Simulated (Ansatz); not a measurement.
What does this script print? It uses Ansatz's Python interface.

`run_edit.py`
```python
"""Keys set on an Input object, for GaCu3."""

import logging
import sys
import warnings

import ansatz as az

logging.basicConfig(stream=sys.stdout, format="[%(levelname)s] %(message)s")
log = logging.getLogger("gacu3")
log.setLevel(logging.INFO)


def main() -> None:
    warnings.simplefilter("ignore", az.DeckWarning)

    lattice = az.Lattice.of(
        (3.64539486, 0.0, 0.0),
        (0.0, 3.64539486, 0.0),
        (0.0, 0.0, 3.64539486),
    )
    sites = [
        ("Ga", (0.0, 0.0, 0.0)),
        ("Cu", (0.5, 0.0, 0.5)),
        ("Cu", (0.5, 0.5, 0.0)),
        ("Cu", (0.0, 0.5, 0.5)),
    ]
    cell = az.Crystal(lattice=lattice)
    for symbol, position in sites:
        cell = cell.atom(symbol, position)

    calc = (
        cell.calculation()
        .functional(az.Functional.R2SCAN)
        .pseudopotentials("paw")
        .basis(630)
        .kpoints(5, 5, 5, shift=0.5)
        .occupations("Gaussian")
        .band_table()
    )
    typed = calc.input()
    rows = []
    for value in [2, 6, 12]:
        edited = typed.set(az.key.scf.n_extra_bands, value)
        rep = az.Session.from_dict(edited).plan().execute().report
        rows.append((value, rep["free_energy_ev"], rep["n_iterations"], len(rep["eigenvalues_ev"][0]) if "eigenvalues_ev" in rep else 0))
    lines = [",".join(["extra bands", "F eV", "iterations", "bands listed"])] + [",".join(f"{v:.4f}" if isinstance(v, float) else str(v) for v in row) for row in rows]
    print("\n".join(lines))
    with open("edit.csv", "w") as handle:
        handle.write("\n".join(lines) + "\n")
    print(edited.to_yaml())


if __name__ == "__main__":
    main()
```

```console
$ python run_edit.py
extra bands,F eV,iterations,bands listed
2,-23684.3668,9,37
6,-23684.3668,9,41
12,-23684.3668,9,47
crystal:
  lattice:
    - [3.64539486, 0.0, 0.0]
    - [0.0, 3.64539486, 0.0]
    - [0.0, 0.0, 3.64539486]
  atoms:
    - { symbol: Ga, position: [0.0, 0.0, 0.0] }
    - { symbol: Cu, position: [0.5, 0.0, 0.5] }
    - { symbol: Cu, position: [0.5, 0.5, 0.0] }
    - { symbol: Cu, position: [0.0, 0.5, 0.5] }
basis:
  ecutwfc: 630.0
kpoints:
  mp_grid:
    grid: [5, 5, 5]
    shift: [0.5, 0.5, 0.5]
hamiltonian:
  xc: r2scan
  pseudopotentials:
    kind: paw
scf:
  occupations:
    method: gaussian
  n_extra_bands: 12
output:
  eigenvalues: true
```

What to keep in mind:
- The settings weren't tested for convergence.
- For a metal this k-point mesh is coarse: on a finer one energies can move by several to tens of meV an atom and pressures by half a GPa or more, differences at one mesh by less.
- The structure comes from a database of computed cells and needn't be a stable or known phase.
- Run time: 8.5 s on 1 thread of Intel(R) Xeon(R) Gold 6455B (Sapphire Rapids) (shared host), peak memory 0.51 GiB.
